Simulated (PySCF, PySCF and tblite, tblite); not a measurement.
# C3H7FO2Si2: a path driven as rotation about a bond, and NMR exchange, part 2 of 2

PySCF and tblite. Atoms count from 0. Earlier steps stand in the parts before.

## 10. Shieldings, start: PBE0/cc-pVDZ

What the job is given:

```
{"job": {"kind": "nmr", "xc": "PBE0", "basis": "cc-pVDZ", "pop": false}, "charge": 0, "multiplicity": 1}
O     -1.309527    -1.793926    -0.147443
C     -1.280566    -0.560028    -0.053889
Si    -2.869044     0.513263    -0.152396
C     -0.026819     0.112883     0.135792
F     -0.078470     1.474091     0.230131
C      1.185242    -0.491053     0.227215
O      1.289489    -1.810622     0.142007
Si     2.815840     0.465640     0.480388
H     -3.982446    -0.408671    -0.343732
H     -2.691570     1.422518    -1.283182
H     -2.958239     1.248286     1.108072
H      0.381677    -2.197391     0.011991
H      2.962987     1.380493    -0.650497
H      2.695968     1.203138     1.737057
H      3.861063    -0.550633     0.522039
```

The program printed:

```text
coarse grid: 14104 points
cycle   1  E = -946.9573398537  dE =  1.101e+00  |g| = 9.309e-01  |ddm| = 7.132e+00
cycle   2  E = -946.3652404937  dE =  5.921e-01  |g| = 1.928e+00  |ddm| = 3.398e+00
cycle   3  E = -947.1122507714  dE = -7.470e-01  |g| = 2.271e-01  |ddm| = 2.423e+00
cycle   4  E = -947.1209511194  dE = -8.700e-03  |g| = 1.162e-01  |ddm| = 4.278e-01
cycle   5  E = -947.1231231852  dE = -2.172e-03  |g| = 3.229e-02  |ddm| = 1.570e-01
cycle   6  E = -947.1233519792  dE = -2.288e-04  |g| = 1.336e-02  |ddm| = 6.369e-02
cycle   7  E = -947.1233892831  dE = -3.730e-05  |g| = 3.470e-03  |ddm| = 2.069e-02
cycle   8  E = -947.1233920572  dE = -2.774e-06  |g| = 1.026e-03  |ddm| = 6.352e-03
final grid: 129104 points
cycle   9  E = -947.1352536574  dE = -7.655e-06  |g| = 1.165e-02  |ddm| = 4.930e-02
cycle  10  E = -947.1351642197  dE =  8.944e-05  |g| = 2.399e-02  |ddm| = 4.252e-02
cycle  11  E = -947.1352807778  dE = -1.166e-04  |g| = 1.949e-03  |ddm| = 2.887e-02
cycle  12  E = -947.1352815371  dE = -7.594e-07  |g| = 2.667e-04  |ddm| = 2.709e-03
cycle  13  E = -947.1352815457  dE = -8.577e-09  |g| = 1.533e-04  |ddm| = 5.725e-04
cycle  14  E = -947.1352815509  dE = -5.208e-09  |g| = 6.326e-05  |ddm| = 2.995e-04
cycle  15  E = -947.1352815518  dE = -8.815e-10  |g| = 1.241e-05  |ddm| = 9.959e-05
converged SCF energy = -947.1352815518

GIAO shielding tensors (ppm)
atom      isotropic    diamagn.    paramagn.     s11        s22        s33       span
  0 O     -244.700     403.503    -648.203   -842.725   -277.362    385.986   1228.711
  1 C      -17.544     249.517    -267.061   -104.301    -51.633    103.302    207.603
  2 Si     491.977     883.334    -391.358    459.984    497.638    518.309     58.325
  3 C       41.164     261.874    -220.710    -54.493     70.337    107.649    162.142
  4 F      364.571     474.855    -110.284    356.403    360.066    377.244     20.842
  5 C       36.077     252.412    -216.336    -30.370     20.547    118.052    148.421
  6 O      208.491     391.238    -182.746     93.837    191.340    340.296    246.458
  7 Si     488.560     883.374    -394.814    467.393    492.060    506.229     38.836
  8 H       27.976      29.133      -1.156     24.755     26.178     32.996      8.241
  9 H       27.470      30.182      -2.712     24.188     26.944     31.278      7.090
 10 H       27.469      30.005      -2.536     24.185     26.945     31.276      7.091
 11 H       19.838      34.824     -14.986      8.204     17.771     33.539     25.335
 12 H       27.407      29.899      -2.492     24.072     26.177     31.972      7.900
 13 H       27.407      29.711      -2.304     24.074     26.175     31.973      7.900
 14 H       27.750      28.858      -1.108     24.359     26.192     32.699      8.340
```

It took 16 s on 1 thread of Intel Xeon 6975P-C, shared host; peak memory 0.78 GiB.

In short: HOMO -6.92 eV, LUMO -2.05 eV; dipole 1.27 D.

## 11. Single-point energy, saddle of leg 1: PBE0/cc-pVDZ

What the job is given:

```
{"job": {"kind": "sp", "xc": "PBE0", "basis": "cc-pVDZ", "pop": false}, "charge": 0, "multiplicity": 1}
O     -1.552858    -1.801475    -0.370641
C     -1.410888    -0.604916    -0.213510
Si    -2.886317     0.631113    -0.237572
C     -0.087452     0.003845    -0.024387
F     -0.115292     1.367080    -0.073155
C      1.109682    -0.568687     0.169543
O      1.195668    -1.921895     0.359363
Si     2.699542     0.466425     0.367376
H     -4.099542    -0.171076    -0.338674
H     -2.696455     1.494604    -1.402285
H     -2.824389     1.404753     1.000733
H      1.470031    -2.372777    -0.444363
H      2.808462     1.330184    -0.807399
H      2.599002     1.248786     1.595228
H      3.790807    -0.505963     0.419743
```

The program printed:

```text
coarse grid: 14104 points
cycle   1  E = -946.9003639575  dE =  1.088e+00  |g| = 9.914e-01  |ddm| = 7.148e+00
cycle   2  E = -946.1951721745  dE =  7.052e-01  |g| = 2.084e+00  |ddm| = 4.005e+00
cycle   3  E = -947.0816896771  dE = -8.865e-01  |g| = 2.457e-01  |ddm| = 2.890e+00
cycle   4  E = -947.0914671785  dE = -9.778e-03  |g| = 1.257e-01  |ddm| = 4.677e-01
cycle   5  E = -947.0941736346  dE = -2.706e-03  |g| = 2.186e-02  |ddm| = 1.644e-01
cycle   6  E = -947.0942875824  dE = -1.139e-04  |g| = 7.252e-03  |ddm| = 4.429e-02
cycle   7  E = -947.0942991315  dE = -1.155e-05  |g| = 2.130e-03  |ddm| = 1.265e-02
cycle   8  E = -947.0942999438  dE = -8.123e-07  |g| = 1.092e-03  |ddm| = 4.201e-03
final grid: 129104 points
cycle   9  E = -947.1074259452  dE = -6.961e-06  |g| = 1.083e-02  |ddm| = 4.793e-02
cycle  10  E = -947.1073513480  dE =  7.460e-05  |g| = 2.214e-02  |ddm| = 3.988e-02
cycle  11  E = -947.1074493070  dE = -9.796e-05  |g| = 1.941e-03  |ddm| = 2.705e-02
cycle  12  E = -947.1074500720  dE = -7.650e-07  |g| = 1.967e-04  |ddm| = 2.793e-03
cycle  13  E = -947.1074500776  dE = -5.624e-09  |g| = 9.315e-05  |ddm| = 4.570e-04
cycle  14  E = -947.1074500795  dE = -1.878e-09  |g| = 1.797e-05  |ddm| = 1.676e-04
cycle  15  E = -947.1074500796  dE = -4.502e-11  |g| = 1.269e-05  |ddm| = 4.632e-05
converged SCF energy = -947.1074500796
```

Run time: 8.5 s. Hardware: 1 thread of Intel Xeon 6975P-C, shared host; peak memory 0.62 GiB.

In short: HOMO -6.74 eV, LUMO -2.11 eV; dipole 1.95 D.

## 12. Shieldings, end: PBE0/cc-pVDZ

What the job is given:

```
{"job": {"kind": "nmr", "xc": "PBE0", "basis": "cc-pVDZ", "pop": false}, "charge": 0, "multiplicity": 1}
O     -1.673895    -1.806373    -0.150592
C     -1.468170    -0.610336    -0.053678
Si    -2.890446     0.684401    -0.113694
C     -0.131349    -0.058893     0.114735
F     -0.107258     1.311083     0.209428
C      1.076963    -0.652691     0.192055
O      1.173633    -1.989566     0.111046
Si     2.609916     0.456712     0.415790
H     -4.131461    -0.059114    -0.295053
H     -2.619669     1.585825    -1.233226
H     -2.869572     1.421661     1.149321
H      2.093978    -2.272641     0.180396
H      2.705185     1.352031    -0.730459
H      2.484514     1.169024     1.681511
H      3.733447    -0.493566     0.447303
```

The program printed:

```text
coarse grid: 14104 points
cycle   1  E = -946.9078151311  dE =  1.117e+00  |g| = 9.824e-01  |ddm| = 7.172e+00
cycle   2  E = -946.1605105157  dE =  7.473e-01  |g| = 2.109e+00  |ddm| = 4.175e+00
cycle   3  E = -947.0896883924  dE = -9.292e-01  |g| = 2.462e-01  |ddm| = 3.045e+00
cycle   4  E = -947.0992261711  dE = -9.538e-03  |g| = 1.346e-01  |ddm| = 4.917e-01
cycle   5  E = -947.1023384511  dE = -3.112e-03  |g| = 2.445e-02  |ddm| = 1.737e-01
cycle   6  E = -947.1024775497  dE = -1.391e-04  |g| = 8.125e-03  |ddm| = 4.735e-02
cycle   7  E = -947.1024915416  dE = -1.399e-05  |g| = 2.073e-03  |ddm| = 1.326e-02
cycle   8  E = -947.1024923462  dE = -8.046e-07  |g| = 8.318e-04  |ddm| = 4.094e-03
final grid: 129104 points
cycle   9  E = -947.1155466227  dE = -5.530e-06  |g| = 1.139e-02  |ddm| = 4.848e-02
cycle  10  E = -947.1154659005  dE =  8.072e-05  |g| = 2.314e-02  |ddm| = 4.163e-02
cycle  11  E = -947.1155720850  dE = -1.062e-04  |g| = 2.095e-03  |ddm| = 2.852e-02
cycle  12  E = -947.1155729772  dE = -8.922e-07  |g| = 2.125e-04  |ddm| = 3.009e-03
cycle  13  E = -947.1155729835  dE = -6.286e-09  |g| = 1.004e-04  |ddm| = 4.748e-04
cycle  14  E = -947.1155729857  dE = -2.164e-09  |g| = 2.242e-05  |ddm| = 1.835e-04
cycle  15  E = -947.1155729858  dE = -7.640e-11  |g| = 1.382e-05  |ddm| = 5.122e-05
converged SCF energy = -947.1155729858

GIAO shielding tensors (ppm)
atom      isotropic    diamagn.    paramagn.     s11        s22        s33       span
  0 O     -441.420     400.604    -842.024  -1350.381   -376.275    402.396   1752.777
  1 C      -12.674     245.804    -258.478   -103.403    -37.408    102.788    206.191
  2 Si     493.525     882.706    -389.182    455.273    499.470    525.831     70.558
  3 C       43.182     258.953    -215.770    -40.755     74.517     95.786    136.541
  4 F      351.937     473.512    -121.575    330.460    345.925    379.427     48.966
  5 C       55.587     254.616    -199.029      3.361     36.641    126.760    123.399
  6 O      205.026     382.445    -177.419    108.977    227.593    278.507    169.529
  7 Si     480.808     884.520    -403.712    446.893    484.278    511.252     64.359
  8 H       28.107      28.902      -0.795     24.886     26.219     33.216      8.330
  9 H       27.541      30.116      -2.574     24.154     27.409     31.061      6.907
 10 H       27.546      29.933      -2.386     24.175     27.380     31.085      6.910
 11 H       27.911      31.589      -3.678     20.792     27.677     35.263     14.472
 12 H       27.259      30.503      -3.245     23.885     26.026     31.866      7.981
 13 H       27.262      30.275      -3.013     23.911     25.988     31.888      7.977
 14 H       28.006      30.200      -2.193     24.901     26.508     32.610      7.709
```

It took 16 s on 1 thread of Intel Xeon 6975P-C, shared host; peak memory 0.77 GiB.

This run: HOMO -6.55 eV, LUMO -1.80 eV; dipole 3.63 D.

## 13. Second level: PBE0/cc-pVDZ + D3(BJ)

What the job is given:

```
{"job": {"smiles": "O=C([SiH3])C(F)=C(O)[SiH3]", "charge": 0, "mult": 1, "motion": "rotation", "what": "enol ether", "atoms": [5, 6], "drives": [{"terms": [["t", [3, 5, 6, 11], 0.5], ["t", [7, 5, 6, 11], 0.5]], "by": 180, "n": 12}], "study": "path", "level": {"kind": "nmr", "xc": "PBE0", "basis": "cc-pVDZ", "wide": true}, "fields": [80, 100, 250], "first": 3, "seed": 886, "kind": "pathvar"}, "charge": 0, "multiplicity": 1}
O     -1.309527    -1.793926    -0.147443
C     -1.280566    -0.560028    -0.053889
Si    -2.869044     0.513263    -0.152396
C     -0.026819     0.112883     0.135792
F     -0.078470     1.474091     0.230131
C      1.185242    -0.491053     0.227215
O      1.289489    -1.810622     0.142007
Si     2.815840     0.465640     0.480388
H     -3.982446    -0.408671    -0.343732
H     -2.691570     1.422518    -1.283182
H     -2.958239     1.248286     1.108072
H      0.381677    -2.197391     0.011991
H      2.962987     1.380493    -0.650497
H      2.695968     1.203138     1.737057
H      3.861063    -0.550633     0.522039
```

The program printed:

```text
stationary points (kcal/mol above the start)
  n  kind          group   xTB      DFT    lowest mode
  0  minimum      Cs       0.00     0.00      34.0
  1  saddle       C1      16.12    17.54    -539.3
  2  minimum      Cs      10.87    12.44      44.8

GFN2-xTB energies: T/K, barrier G, reaction G (kcal/mol), k forward, k back (1/s)
 150.00    15.26    10.96   3.66e-10   3.36e+06
 200.00    15.22    10.94   0.000196   1.77e+08
 250.00    15.18    10.92      0.563   1.96e+09
 298.15    15.14    10.88       99.3   9.35e+09
 350.00    15.10    10.83   5.41e+03   3.13e+10
 400.00    15.07    10.77    9.7e+04   7.47e+10
 500.00    15.03    10.65   5.63e+06   2.54e+11

PBE0/pcSseg-1 + D3(BJ) energies: T/K, barrier G, reaction G (kcal/mol), k forward, k back (1/s)
 150.00    15.96    12.32   3.45e-11   3.04e+07
 200.00    15.92    12.30   3.33e-05   9.25e+08
 250.00    15.88    12.28      0.137   7.35e+09
 298.15    15.84    12.24       30.3   2.83e+10
 350.00    15.81    12.19   1.97e+03   8.04e+10
 400.00    15.78    12.13      4e+04   1.71e+11
 500.00    15.73    12.01   2.77e+06   4.91e+11

PBE0/cc-pVDZ + D3(BJ) energies: T/K, barrier G, reaction G (kcal/mol), k forward, k back (1/s)
 150.00    16.68    12.52   3.14e-12   5.43e+06
 200.00    16.64    12.50   5.51e-06   2.54e+08
 250.00    16.60    12.48     0.0324   2.62e+09
 298.15    16.56    12.44       9.06   1.19e+10
 350.00    16.52    12.39        704   3.84e+10
 400.00    16.49    12.34   1.63e+04   8.95e+10
 500.00    16.45    12.21   1.35e+06   2.93e+11
```

Run time: 1.8 min. Hardware: 1 thread of Intel Xeon 6975P-C, shared host; peak memory 0.85 GiB. This counts the runs that the step sums up.

Barriers by level (kcal/mol; entropies in cal/(mol K)). Zero-point and thermal terms come from xTB in every row. ΔG‡ leaves symmetry out; the rate counts equivalent paths (a factor of 2); effective ΔG‡, where given, is the barrier that would give that rate by Eyring's equation alone:

```csv
level,ΔE‡,with zero-point,ΔH‡,ΔS‡,ΔG‡ (298 K),ΔE of reaction,k at 298 K (1/s),effective ΔG‡
GFN2-xTB,16.12,15.34,15.43,1.0,15.14,10.87,99,14.73
PBE0/pcSseg-1 + D3(BJ),16.82,16.04,16.13,1.0,15.84,12.23,30,15.43
PBE0/cc-pVDZ + D3(BJ),17.54,16.76,16.85,1.0,16.56,12.43,9.1,16.15
```

## 14. What came out

The summary covers parts 1 to 2.

```
                        quantity                               value
barrier (PBE0/pcSseg-1 + D3(BJ))  ΔE‡ 16.8, ΔG‡(298 K) 15.8 kcal/mol
              barrier (GFN2-xTB)                   ΔE‡ 16.1 kcal/mol
                   rate at 298 K                              30 s⁻¹
                 end of the path        12.2 kcal/mol from the start
```

The barrier is 16.8 kcal/mol at the DFT level (xTB: 16.1); with thermal terms and the count of paths the DFT value gives a rate of 30 s⁻¹ at 298 K. An error of 1.4 kcal/mol changes that rate tenfold. PBE0/cc-pVDZ + D3(BJ) moves the barrier from 16.8 to 17.5 kcal/mol.
